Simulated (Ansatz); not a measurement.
# SiNi2 (Pnma) in Ansatz: density of states with r2SCAN

Aim: the density of states of SiNi2 with r2SCAN.

Everything below comes from runs of Ansatz 0.2.0. Logs are shortened: lines on timing, memory, paths and dates and some standing lists are left out, and cuts for length are marked.

## (1) The crystal as given

The structure is orthorhombic, space group Pnma (No. 62). Conventional cell: a = 4.990 Å, b = 3.720 Å, c = 7.030 Å, α = 90.00°, β = 90.00°, γ = 90.00°. Ni (site symmetry m) is surrounded by 4 Si at 2.28 to 2.33 Å and 4 Ni at 2.53 to 2.62 Å. Ni (site symmetry m) has 5 Si at 2.34 to 2.57 Å and 6 Ni at 2.53 to 2.62 Å as nearest neighbours. Si (site symmetry m) has 9 Ni at 2.28 to 2.57 Å as nearest neighbours.

## (2) Density of states, r2SCAN, collinear spin, antiferromagnetic start

Input file input.yaml:

```yaml
crystal:
  lattice:
    - [4.99, 0.0, 0.0]
    - [0.0, 3.72, 0.0]
    - [0.0, 0.0, 7.03]
  atoms:
    - { symbol: Ni, position: [0.325, 0.75, 0.937], spin: 1.0 }
    - { symbol: Ni, position: [0.675, 0.25, 0.063], spin: -1.0 }
    - { symbol: Ni, position: [0.175, 0.25, 0.437], spin: 1.0 }
    - { symbol: Ni, position: [0.825, 0.75, 0.563], spin: -1.0 }
    - { symbol: Ni, position: [0.458, 0.75, 0.297], spin: 1.0 }
    - { symbol: Ni, position: [0.542, 0.25, 0.703], spin: -1.0 }
    - { symbol: Ni, position: [0.042, 0.25, 0.797], spin: 1.0 }
    - { symbol: Ni, position: [0.958, 0.75, 0.203], spin: -1.0 }
    - { symbol: Si, position: [0.786, 0.75, 0.886] }
    - { symbol: Si, position: [0.214, 0.25, 0.114] }
    - { symbol: Si, position: [0.714, 0.25, 0.386] }
    - { symbol: Si, position: [0.286, 0.75, 0.614] }
hamiltonian:
  xc: r2scan
  pseudopotentials: { kind: paw }
magnetization:
  spin_polarized: true
kpoints:
  mp_grid: { grid: [5, 5, 3] }
scf:
  occupations: { method: fermi_dirac, width: 0.05 }
  n_extra_bands: 30
output:
  forces: true
  stress: true
  eigenvalues: true
  dos: { projected: false, de: 0.05, nscf_kmesh: { grid: [8, 8, 5] } }
  write_density: true
  write_potential: true
  elf: true
  volumetric_format: npy
```

Potentials or basis: Ansatz PAW.

On the command line:

```console
ansatz run input.yaml --threads 4 --pin off --max-ram 11264MiB --backend cpu --events-out ev --progress --plain --runs-dir out
```

The program printed:

```text
Warning: RAYON_NUM_THREADS=4 ignored (pool sized by the plan → 4); use --threads N
scf.n_extra_bands = 30 over 80 filled bands (N_el = 160.0): the run solves 110 bands
Engine: ansatz 0.2.0, aarch64-unknown-linux-gnu
Pseudopotentials: kind: paw
Pseudopotential: Ni, paw, valence charge 18, recommended cutoff 500 eV (meta_gga), Ni.paw.azcp
Pseudopotential: Si, paw, valence charge 4, recommended cutoff 500 eV (meta_gga), Si.paw.azcp
Functional definition: r2SCAN
[... 88 lines left out ...]
  atom   5  Ni     0.10448860     0.00000000    -0.20091523
  atom   6  Ni    -0.10448866     0.00000000     0.20091527
  atom   7  Ni    -0.10448860     0.00000000    -0.20091523
  atom   8  Ni     0.10448866     0.00000000     0.20091527
  atom   9  Si    -0.06159934     0.00000000     0.03553711
  atom  10  Si     0.06159936     0.00000000    -0.03553708
  atom  11  Si     0.06159934     0.00000000     0.03553711
  atom  12  Si    -0.06159936     0.00000000    -0.03553708
  max |Σ_I F_I| component: 4.42e-8 eV/Å
--- Stress (GPa, compression-positive) ---
       -4.830962       0.000000       0.000000
        0.000000      -3.522710       0.000000
        0.000000       0.000000      -3.183004
  P = ⅓ Tr σ = -3.8456 GPa (-38.456 kbar)
--- Band table (eV; the first three rows and the last of 36) ---
  k-point 0 ↑: bands = ["-90.0847", "-90.0842", "-90.0804", "-90.0804", "-89.9294", "-89.9290", "-89.9224", "-89.9223", "-49.0832", "-49.0808", "-49.0805", "-49.0759", "-49.0340", "-49.0219", "-49.0104", "-49.0008", "-48.9853", "-48.9829", "-48.9605", "-48.9577", "-48.9194", "-48.9182", "-48.9165", "-48.9152", "-48.8827", "-48.8782", "-48.8373", "-48.8368", "-48.8140", "-48.8070", "-48.7806", "-48.7796", "3.8027", "6.5396", "6.6035", "8.5437", "10.1187", "10.6644", "11.3930", "11.7960", "12.1090", "12.3014", "12.4551", "12.5956", "12.7881", "12.8899", "13.0060", "13.1280", "13.5245", "13.5820", "13.7130", "13.7499", "13.8307", "13.9266", "14.3460", "14.4008", "14.4801", "14.5753", "14.6955", "14.7654", "14.8383", "14.9506", "15.0822", "15.0843", "15.1772", "15.1903", "15.2237", "15.3596", "15.4787", "15.4874", "15.4880", "15.6784", "15.7360", "15.8245", "15.8960", "16.0336", "16.1442", "16.1853", "16.4781", "16.8781", "17.9452", "18.0546", "19.2971", "19.4519", "19.7709", "20.1837", "20.9600", "21.0082", "21.5694", "21.9070", "22.5500", "22.8892", "23.6396", "23.6715", "24.1539", "25.2749", "25.2797", "25.4083", "26.0534", "26.4357", "26.7494", "27.3843", "28.0427", "28.0683", "28.0873", "28.3025", "29.1288", "29.1998", "30.1007", "30.4162"]
  k-point 1 ↑: bands = ["-90.0846", "-90.0843", "-90.0804", "-90.0804", "-89.9293", "-89.9291", "-89.9224", "-89.9224", "-49.0831", "-49.0824", "-49.0783", "-49.0765", "-49.0318", "-49.0262", "-49.0067", "-49.0024", "-48.9848", "-48.9836", "-48.9597", "-48.9583", "-48.9192", "-48.9186", "-48.9162", "-48.9155", "-48.8816", "-48.8793", "-48.8372", "-48.8370", "-48.8122", "-48.8087", "-48.7804", "-48.7799", "4.1426", "5.1203", "8.0051", "8.5448", "10.2524", "10.7968", "10.9249", "11.5723", "12.0789", "12.2450", "12.4286", "12.5920", "12.9436", "12.9450", "12.9806", "13.3057", "13.3664", "13.4734", "13.4981", "13.6101", "14.0021", "14.1883", "14.2572", "14.2806", "14.3936", "14.5421", "14.7543", "14.8091", "14.9020", "14.9111", "15.1095", "15.1418", "15.2083", "15.3218", "15.3837", "15.4108", "15.4421", "15.5733", "15.6099", "15.7222", "15.7787", "15.7966", "15.9582", "16.1132", "16.1318", "16.2374", "16.7417", "16.7544", "17.0082", "18.1385", "18.4078", "18.5391", "20.5735", "20.6515", "21.2832", "21.5085", "21.6118", "21.9547", "22.5744", "23.6522", "23.8571", "24.1325", "24.2452", "24.5453", "25.0048", "25.1832", "25.9264", "26.0367", "26.0574", "27.2893", "27.4078", "27.7148", "27.9531", "28.7867", "29.5457", "29.5937", "30.3643", "30.8385"]
  k-point 2 ↑: bands = ["-90.0842", "-90.0838", "-90.0807", "-90.0807", "-89.9295", "-89.9291", "-89.9224", "-89.9224", "-49.0829", "-49.0808", "-49.0808", "-49.0767", "-49.0286", "-49.0234", "-49.0132", "-49.0079", "-48.9809", "-48.9802", "-48.9664", "-48.9660", "-48.9183", "-48.9155", "-48.9134", "-48.9124", "-48.8824", "-48.8783", "-48.8374", "-48.8369", "-48.8115", "-48.8065", "-48.7810", "-48.7800", "4.2390", "6.8628", "6.8670", "8.6217", "10.4716", "10.5607", "11.6567", "11.7253", "11.8670", "11.9216", "11.9410", "12.1034", "12.6157", "13.0427", "13.1813", "13.2624", "13.3896", "13.6585", "13.7527", "13.8800", "13.8845", "14.0274", "14.1157", "14.1339", "14.5159", "14.5222", "14.6384", "14.7712", "14.7981", "14.9562", "14.9664", "15.0492", "15.0705", "15.2094", "15.2605", "15.2800", "15.3551", "15.4453", "15.4951", "15.5799", "15.6056", "15.8304", "15.8385", "16.0830", "16.0922", "16.4475", "16.5287", "17.1576", "17.5005", "17.6717", "18.1742", "18.2805", "19.8575", "20.0098", "20.2089", "21.1341", "21.1466", "22.0248", "22.4746", "23.1976", "23.2041", "24.1418", "24.9345", "25.3718", "25.4729", "25.6927", "25.7761", "26.1822", "26.3269", "27.3577", "27.9157", "28.5558", "29.1585", "30.1390", "30.7761", "30.8868", "30.9614", "31.1348"]
  k-point 17 ↓: bands = ["-90.0828", "-90.0828", "-90.0817", "-90.0817", "-89.9270", "-89.9270", "-89.9249", "-89.9248", "-49.0820", "-49.0817", "-49.0793", "-49.0790", "-49.0217", "-49.0209", "-49.0180", "-49.0172", "-48.9774", "-48.9771", "-48.9757", "-48.9751", "-48.9141", "-48.9131", "-48.9106", "-48.9100", "-48.8629", "-48.8623", "-48.8493", "-48.8489", "-48.8013", "-48.8008", "-48.7937", "-48.7932", "6.5637", "7.1072", "7.5175", "7.8194", "9.5796", "9.8734", "10.2721", "10.5089", "11.7274", "12.2327", "12.4016", "12.7052", "12.8286", "12.8680", "13.0238", "13.1354", "13.5516", "13.6583", "13.7974", "13.8444", "13.9506", "14.0199", "14.1047", "14.1729", "14.3230", "14.3573", "14.4737", "14.5527", "14.7789", "14.8520", "14.8908", "14.9745", "15.0652", "15.1197", "15.2090", "15.2218", "15.3596", "15.3994", "15.4152", "15.4847", "15.5541", "15.6229", "15.7588", "15.8145", "16.2734", "16.3791", "16.4441", "16.5417", "17.1038", "17.2867", "17.6740", "18.2747", "19.8208", "20.1643", "20.4939", "21.2286", "21.3271", "21.9249", "22.8792", "23.1837", "24.1465", "24.4221", "25.0554", "25.4526", "26.0759", "26.6326", "26.7440", "27.1089", "27.6657", "27.9730", "28.1875", "28.4596", "28.8301", "29.2508", "29.7006", "30.6388", "30.7958", "31.1370"]
```

Run time: 4.4 min. Hardware: 4 threads of Arm Neoverse V2, shared host; peak memory 1.8 GiB.

What came out:

```
Free energy                          : -49324.8542 eV
Pressure                             : -3.8 GPa
Largest force                        : 0.355 eV/Å
Band gap on the k mesh               : none (metal or under the smearing width)
Net moment                           : 0.00 μB per cell
Absolute moment                      : 0.00 μB per cell
Density of states at the Fermi level : 5.11 states/eV per cell
```

Forces in eV/Å, atoms in the order of the input:
```
Ni   0.260  0.000  0.242
Ni  -0.260  0.000 -0.242
Ni  -0.260  0.000  0.242
Ni   0.260  0.000 -0.242
Ni   0.104  0.000 -0.201
Ni  -0.104  0.000  0.201
Ni  -0.104  0.000 -0.201
Ni   0.104  0.000  0.201
Si  -0.062  0.000  0.036
Si   0.062  0.000 -0.036
Si   0.062  0.000  0.036
Si  -0.062  0.000 -0.036
```

Stress tensor (GPa, compression positive):
```
-4.83  0.00  0.00
 0.00 -3.52  0.00
 0.00  0.00 -3.18
```

States per cell in windows of 1 eV (zero at the Fermi level; states under -8 eV left out):
| from (eV) | up | down |
| --- | --- | --- |
| -8.0 | 0.93 | 0.93 |
| -7.0 | 1.88 | 1.88 |
| -6.0 | 2.54 | 2.54 |
| -5.0 | 4.99 | 4.99 |
| -4.0 | 7.64 | 7.64 |
| -3.0 | 10.56 | 10.56 |
| -2.0 | 11.28 | 11.28 |
| -1.0 | 3.97 | 3.97 |
| 0.0 | 2.18 | 2.18 |
| 1.0 | 1.89 | 1.89 |
| 2.0 | 1.81 | 1.81 |
| 3.0 | 1.94 | 1.94 |
| 4.0 | 2.23 | 2.23 |
| 5.0 | 1.97 | 1.97 |
| 6.0 | 1.77 | 1.77 |
| 7.0 | 2.36 | 2.36 |

Caveat: the magnetic or orbital state may not be the lowest; the PAW data sets come from PBE, with cores solved anew for the run's functional, which leaves a small shift of forces and pressure; the density of states is complete only up to the lowest level of the last band computed; the starting moments weren't kept.
